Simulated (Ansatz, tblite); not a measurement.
# C₂₀H₁₂F₆O₃: rung by rung

One table from this session's results is given with a row withheld; the runs are named, their logs left out.

Computed with Ansatz 0.2.0, Gaussian basis. Level: as each input shows.

Levels to be run: GFN1-xTB, GFN2-xTB, PBE-D4/def2-TZVP, r2SCAN-D4/def2-TZVP, BHLYP-D4/def2-TZVP, r2SCAN0-D4/def2-TZVP, HF/def2-TZVP, PBE+5HF/def2-SVP, PBE+10HF/def2-SVP, PBE+15HF/def2-SVP, PBE+35HF/def2-SVP, PBE+50HF/def2-SVP, PBE-D4/def2-SVP, PBE0-D4/def2-SVP, HF/6-31G, B3LYP-D4/6-31G, MP2/def2-SVP, RPA/def2-SVP.

### The relaxed structure

The singlet was relaxed beforehand with PBE-D4/def2-SVP.

SMILES `FC(F)(F)Oc1ccc(Oc2ccc(Oc3ccc(C(F)(F)F)cc3)cc2)cc1`, 41 atoms, charge 0, spin multiplicity 1.

Bond lengths: F1–C2 1.354 Å, C2–F3 1.354 Å, C2–F4 1.334 Å, C2–O5 1.358 Å, O5–C6 1.395 Å, C6–C7 1.403 Å, C6–C29 1.404 Å, C7–C8 1.398 Å, C7–H30 1.099 Å, C8–C9 1.406 Å, C8–H31 1.099 Å, C9–O10 1.377 Å, C9–C28 1.406 Å, O10–C11 1.379 Å, C11–C12 1.405 Å, C11–C27 1.407 Å, C12–C13 1.400 Å, C12–H32 1.099 Å and more. Angles: F1–C2–F3 107.2°, F1–C2–F4 108.5°, F1–C2–O5 112.5°, F3–C2–F4 108.6°, F3–C2–O5 112.5°, F4–C2–O5 107.4°, C2–O5–C6 121.5°, O5–C6–C7 114.6°, O5–C6–C29 124.9°, C7–C6–C29 120.5°, C6–C7–C8 120.0°, C6–C7–H30 118.9°, C8–C7–H30 121.1°, C7–C8–C9 119.9°, C7–C8–H31 121.1°, C9–C8–H31 119.0°, C8–C9–O10 117.0°, C8–C9–C28 119.9° and more.

PBE0-D4/def2-TZVP was run before; its log isn't repeated, and its numbers join the tables.

The first run:

Tight binding, by tblite at 300 K electronic temperature and without a spin-polarisation term:

```python
tblite.interface.Calculator('GFN1-xTB', numbers, positions, charge=0, uhf=0).singlepoint()
```

Tight binding, by tblite at 300 K electronic temperature and without a spin-polarisation term:

```python
tblite.interface.Calculator('GFN2-xTB', numbers, positions, charge=0, uhf=0).singlepoint()
```

start.molden holds the orbitals of an earlier run on this state, given as this run's starting guess.

in.yaml

```yaml
crystal:
  periodic: [false, false, false]
  atoms:
    - {symbol: F, position_ang: [7.705580, 1.074068, -1.469896]}
    - {symbol: C, position_ang: [7.839047, 0.993031, -0.124664]}
    - {symbol: F, position_ang: [7.251846, 2.092873, 0.402146]}
    - {symbol: F, position_ang: [9.139267, 1.019849, 0.174171]}
    - {symbol: O, position_ang: [7.330184, -0.160268, 0.380486]}
    - {symbol: C, position_ang: [5.975987, -0.473213, 0.260327]}
    - {symbol: C, position_ang: [5.592206, -1.664036, 0.896084]}
    - {symbol: C, position_ang: [4.258750, -2.080694, 0.853202]}
    - {symbol: C, position_ang: [3.304971, -1.307937, 0.167833]}
    - {symbol: O, position_ang: [2.022003, -1.804557, 0.110249]}
    - {symbol: C, position_ang: [0.947856, -0.943111, 0.038036]}
    - {symbol: C, position_ang: [-0.086699, -1.272064, -0.854241]}
    - {symbol: C, position_ang: [-1.233698, -0.472393, -0.923232]}
    - {symbol: C, position_ang: [-1.344324, 0.657707, -0.093713]}
    - {symbol: O, position_ang: [-2.418009, 1.524241, -0.181964]}
    - {symbol: C, position_ang: [-3.703449, 1.047417, -0.145047]}
    - {symbol: C, position_ang: [-4.062240, -0.160087, 0.484596]}
    - {symbol: C, position_ang: [-5.407101, -0.547850, 0.512496]}
    - {symbol: C, position_ang: [-6.396114, 0.255356, -0.079944]}
    - {symbol: C, position_ang: [-7.848051, -0.142024, -0.013557]}
    - {symbol: F, position_ang: [-8.000498, -1.475594, 0.174004]}
    - {symbol: F, position_ang: [-8.494070, 0.477716, 1.009032]}
    - {symbol: F, position_ang: [-8.510223, 0.191185, -1.150371]}
    - {symbol: C, position_ang: [-6.029297, 1.465234, -0.698754]}
    - {symbol: C, position_ang: [-4.690365, 1.861748, -0.733628]}
    - {symbol: C, position_ang: [-0.311916, 0.986867, 0.799131]}
    - {symbol: C, position_ang: [0.836797, 0.188760, 0.866405]}
    - {symbol: C, position_ang: [3.695801, -0.121649, -0.477141]}
    - {symbol: C, position_ang: [5.031541, 0.302130, -0.431401]}
    - {symbol: H, position_ang: [6.354329, -2.251166, 1.427787]}
    - {symbol: H, position_ang: [3.937163, -3.009193, 1.345912]}
    - {symbol: H, position_ang: [0.027766, -2.157478, -1.495661]}
    - {symbol: H, position_ang: [-2.041674, -0.716942, -1.627978]}
    - {symbol: H, position_ang: [-3.292314, -0.789406, 0.952657]}
    - {symbol: H, position_ang: [-5.692632, -1.491884, 0.998426]}
    - {symbol: H, position_ang: [-6.799488, 2.093132, -1.170448]}
    - {symbol: H, position_ang: [-4.381098, 2.798323, -1.219243]}
    - {symbol: H, position_ang: [-0.425670, 1.872483, 1.440464]}
    - {symbol: H, position_ang: [1.645080, 0.435484, 1.569841]}
    - {symbol: H, position_ang: [2.955069, 0.476159, -1.026976]}
    - {symbol: H, position_ang: [5.317676, 1.227796, -0.945455]}
basis:
  gaussian: {orbitals: def2-TZVP, fitting: {mean_field: def2-universal-jkfit}, initial_orbitals: start.molden}
hamiltonian: {xc: pbe, dispersion: d4}
scf: {omitted_lower_state_checks: [starts]}
output: {forces: true, orbitals: {seedname: orbitals}}
```

Started as:

```sh
ansatz run in.yaml --threads 2 --pin off --events-out ev --progress --plain --max-ram 32768MiB --backend cuda --devices 0, --max-vram 18GiB
```

Steps of the session up to this table: PBE-D4/def2-TZVP; r2SCAN-D4/def2-TZVP; BHLYP-D4/def2-TZVP; r2SCAN0-D4/def2-TZVP; HF/def2-TZVP; PBE+5HF/def2-SVP; PBE+10HF/def2-SVP; PBE+15HF/def2-SVP; PBE+35HF/def2-SVP; PBE+50HF/def2-SVP; PBE-D4/def2-SVP; PBE0-D4/def2-SVP; HF/6-31G; B3LYP-D4/6-31G; MP2/def2-SVP; RPA/def2-SVP.

One of the session's tables, all rows but one given; the rest of the session is left out.

It belongs to the step «Binding energy». 

| level | binding an atom (eV) |
| --- | --- |
| HF/6-31G | 3.290 |
| HF/def2-SVP | 3.710 |
| HF/def2-TZVP | 3.601 |
| PBE-D4/def2-SVP | 5.478 |
| PBE-D4/def2-TZVP | 5.361 |
| r2SCAN-D4/def2-TZVP | 5.163 |
| B3LYP-D4/6-31G | 4.914 |
| PBE0-D4/def2-SVP | ? |
| PBE0-D4/def2-TZVP | 5.199 |
| r2SCAN0-D4/def2-TZVP | 5.036 |
| BHLYP-D4/def2-TZVP | 4.875 |
| MP2/def2-SVP | 5.088 |

Q: Estimate the row for PBE0-D4/def2-SVP from the others.

As computed: binding an atom (eV): 5.306. In the column «binding an atom (eV)» it lies between PBE0-D4/def2-TZVP (5.199) and PBE-D4/def2-TZVP (5.361).

Limits of these values: Free atoms were run apart at each level; binding is atoms less cluster, divided by the number of atoms, without zero-point or spin-orbit terms.
